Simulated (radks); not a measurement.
# Ti in [Ar] 4s2 4p2: an all-electron calculation

An exercise on one series of results from a longer session: the logs are not shown, and one member is left open.

Program: radks (a radial shooting solver on a logarithmic mesh, Libxc functionals) version 1. Level of theory: non-relativistic Kohn-Sham, XLYP, spin-polarised, spherical densities, point nucleus; open shells are filled with parallel spins first. These are calculated values, not measurements, unless marked.

**What is computed**

* element: titanium (Z = 22)
* charge: 0
* electrons: 22
* configuration: [Ar] 4s2 4p2

The outer shells:

Ti
```
[Ar] core
4s [↑↓]
4p [↑ ][↑ ][  ]
```

The first run:

Settings of this run:

```text
Z 22
configuration [Ar] 4s2 4p2 3d0 5s0
relativity non-relativistic
functional xlyp
spin polarised
nucleus point
```

Command:

```
$ python run_ks.py task.json out
```

The same process makes all the runs of this session.

One table of the session follows, with a row left open; its other results are not shown here.

It belongs to the step «Shells». Radial moments (bohr):

| level | <r> | outermost maximum (interpolated) | 90 % within | nodes |
| --- | --- | --- | --- | --- |
| 1s up | 0.07017 | 0.0461 | 0.125 | 0 |
| 1s down | 0.07017 | 0.0461 | 0.125 | 0 |
| 2s up | 0.3277 | 0.271 | 0.509 | 1 |
| 2s down | 0.3277 | 0.271 | 0.509 | 1 |
| 2p up | 0.2910 | 0.221 | 0.478 | 0 |
| 2p down | 0.2910 | 0.221 | 0.478 | 0 |
| 3s up | 0.9889 | 0.865 | 1.47 | 2 |
| 3s down | 0.9894 | 0.865 | 1.47 | 2 |
| 3p up | 1.044 | 0.886 | 1.59 | 1 |
| 3p down | 1.044 | 0.886 | 1.59 | 1 |
| 3d up | 1.238 | 0.892 | 2.06 | 0 |
| 3d down | 1.228 | 0.893 | 2.03 | 0 |
| 4s up | 2.941 | 2.55 | 4.34 | 3 |
| 4s down | 2.950 | 2.51 | 4.40 | 3 |
| 4p up | 3.628 | 3.01 | 5.49 | 2 |
| 4p down | ? | ? | ? | ? |

Q: Estimate the row for 4p down from the others.

The run gave: <r>: 3.813; outermost maximum (interpolated): 3.03; 90 % within: 5.91; nodes: 2. In the column «<r>» it is the highest.
